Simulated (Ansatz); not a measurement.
**CH6GeOSe: one species, many methods**

One table from this session's results is given with a row withheld; the runs are named, their logs left out.

Program: Ansatz 0.2.0, Gaussian basis. Level of theory: functionals in def2-TZVPP, the program's frozen cores in correlated methods. These are calculated values, not measurements.

Plan: PBE-D4, r2SCAN-D4, PBE0-D4, B3LYP-D4, ωB97X-V, ωB97M-V, B2PLYP; CCSD(T)/def2-TZVPP; MP2/def2-QZVPP; extrapolation to the limit.

### Structure used throughout

All runs share one geometry, relaxed beforehand with PBE0-D4 in a triple-zeta def2 set.

SMILES `[CH3][GeH]([OH])[SeH]`, 10 atoms, charge 0, spin multiplicity 1.

Atoms are counted from 1 here; the program's logs count them from 0.

Bond lengths: C1–Ge2 1.935 Å, C1–H5 1.090 Å, C1–H6 1.091 Å, C1–H7 1.090 Å, Ge2–O3 1.781 Å, Ge2–Se4 2.361 Å, Ge2–H8 1.542 Å, O3–H9 0.960 Å, Se4–H10 1.469 Å. Angles: Ge2–C1–H5 110.3°, Ge2–C1–H6 109.3°, Ge2–C1–H7 109.5°, H5–C1–H6 109.5°, H5–C1–H7 109.3°, H6–C1–H7 108.9°, C1–Ge2–O3 104.3°, C1–Ge2–Se4 113.4°, C1–Ge2–H8 114.7°, O3–Ge2–Se4 110.0°, O3–Ge2–H8 110.5°, Se4–Ge2–H8 104.0°, Ge2–O3–H9 112.3°, Ge2–Se4–H10 92.4°.

The first run:

in.yaml

```yaml
crystal:
  periodic: [false, false, false]
  atoms:
    - {symbol: C, position_ang: [-1.357990, 0.452590, -0.221336]}
    - {symbol: Ge, position_ang: [0.202647, -0.603035, 0.217489]}
    - {symbol: O, position_ang: [0.880280, 0.190024, 1.660980]}
    - {symbol: Se, position_ang: [1.814812, -0.652755, -1.506053]}
    - {symbol: H, position_ang: [-1.867824, 0.031260, -1.087504]}
    - {symbol: H, position_ang: [-2.038139, 0.463959, 0.631716]}
    - {symbol: H, position_ang: [-1.053989, 1.475311, -0.444871]}
    - {symbol: H, position_ang: [-0.084046, -2.091269, 0.503113]}
    - {symbol: H, position_ang: [1.760889, -0.128892, 1.872494]}
    - {symbol: H, position_ang: [1.826462, 0.811608, -1.623029]}
basis:
  gaussian: {orbitals: def2-TZVPP}
hamiltonian: {xc: pbe, dispersion: d4}
output: {forces: true, orbitals: {seedname: orbitals}}
```

Launch:

```bash
> ansatz run in.yaml --threads 4 --pin off --events-out ev --progress --plain --max-ram 10444MiB
```

Steps of the session up to this table: PBE-D4 (GGA); r2SCAN-D4 (meta-GGA); PBE0-D4 (hybrid); B3LYP-D4 (hybrid); ωB97X-V (range-separated); ωB97M-V (range-separated); B2PLYP (double hybrid); CCSD(T) in def2-TZVPP; MP2 in def2-QZVPP.

One of the session's tables, all rows but one given; the rest of the session is left out.

```
            method  atomisation energy (kcal/mol)
            PBE-D4                          797.8
         r2SCAN-D4                          792.7
           PBE0-D4                          785.3
          B3LYP-D4                          785.7
           ωB97X-V                          792.9
           ωB97M-V                              ?
            B2PLYP                          779.5
     HF/def2-TZVPP                          562.9
    MP2/def2-TZVPP                          783.7
   CCSD/def2-TZVPP                          764.4
CCSD(T)/def2-TZVPP                          776.3
           MP2/CBS                          802.9
       CCSD(T)/CBS                          795.5
```

Q: Estimate the row for ωB97M-V from the others.

As computed: atomisation energy (kcal/mol): 787.0. In the column «atomisation energy (kcal/mol)» it lies between B3LYP-D4 (785.7) and r2SCAN-D4 (792.7).
